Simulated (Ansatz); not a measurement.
# CH9N3Ti: the cost of one run

Method: the settings change from run to run; program: Ansatz 0.2.0, Gaussian basis.

### Step 1. The relaxed structure

The geometry comes from an earlier relaxation with PBE0-D4 in a triple-zeta def2 set; it is a stationary point, not always the lowest conformer.

SMILES `[CH3][Ti]([NH2])([NH2])[NH2]`, 14 atoms, charge 0, spin multiplicity 1.

Atoms are counted from 1 here; the program's logs count them from 0.

Bond lengths: C1–Ti2 2.087 Å, C1–H6 1.095 Å, C1–H7 1.095 Å, C1–H8 1.095 Å, Ti2–N3 1.886 Å, Ti2–N4 1.886 Å, Ti2–N5 1.885 Å, N3–H9 1.009 Å, N3–H10 1.012 Å, N4–H11 1.009 Å, N4–H12 1.012 Å, N5–H13 1.012 Å, N5–H14 1.009 Å. Angles: Ti2–C1–H6 110.6°, Ti2–C1–H7 110.6°, Ti2–C1–H8 110.6°, H6–C1–H7 108.4°, H6–C1–H8 108.4°, H7–C1–H8 108.4°, C1–Ti2–N3 108.0°, C1–Ti2–N4 108.0°, C1–Ti2–N5 108.0°, N3–Ti2–N4 110.9°, N3–Ti2–N5 110.9°, N4–Ti2–N5 110.9°, Ti2–N3–H9 127.2°, Ti2–N3–H10 122.8°, H9–N3–H10 109.9°, Ti2–N4–H11 127.2°, Ti2–N4–H12 122.8°, H11–N4–H12 109.9° and more.

### Step 2. wB97X/def2-mTZVP

File in.yaml:

```yaml
crystal:
  periodic: [false, false, false]
  atoms:
    - {symbol: C, position_ang: [-1.453078, 1.128708, -0.082336]}
    - {symbol: Ti, position_ang: [0.192043, -0.152368, 0.013241]}
    - {symbol: N, position_ang: [1.338511, 0.472394, 1.373545]}
    - {symbol: N, position_ang: [-0.440437, -1.883994, 0.408928]}
    - {symbol: N, position_ang: [1.055333, -0.117928, -1.662657]}
    - {symbol: H, position_ang: [-2.070433, 0.897605, -0.957114]}
    - {symbol: H, position_ang: [-2.073348, 1.025848, 0.814583]}
    - {symbol: H, position_ang: [-1.124987, 2.171072, -0.157262]}
    - {symbol: H, position_ang: [1.672139, -0.042855, 2.174871]}
    - {symbol: H, position_ang: [1.653819, 1.432391, 1.425617]}
    - {symbol: H, position_ang: [-0.284647, -2.727093, -0.123824]}
    - {symbol: H, position_ang: [-1.063531, -2.075659, 1.182717]}
    - {symbol: H, position_ang: [0.563653, -0.263947, -2.534810]}
    - {symbol: H, position_ang: [2.022062, 0.106825, -1.846599]}
basis:
  gaussian: {orbitals: def2-mTZVP}
hamiltonian: {xc: {name: wB97X}}
output: {forces: true}
```

Command:

```sh
> ansatz run in.yaml --threads 4 --pin off --events-out ev --progress --plain --max-ram 11315MiB
```

**Question.** How long does this run take on 4 threads of Arm Neoverse V1, shared host, and how much memory does it need?

About 7 s, with a peak of 0.47 GiB.
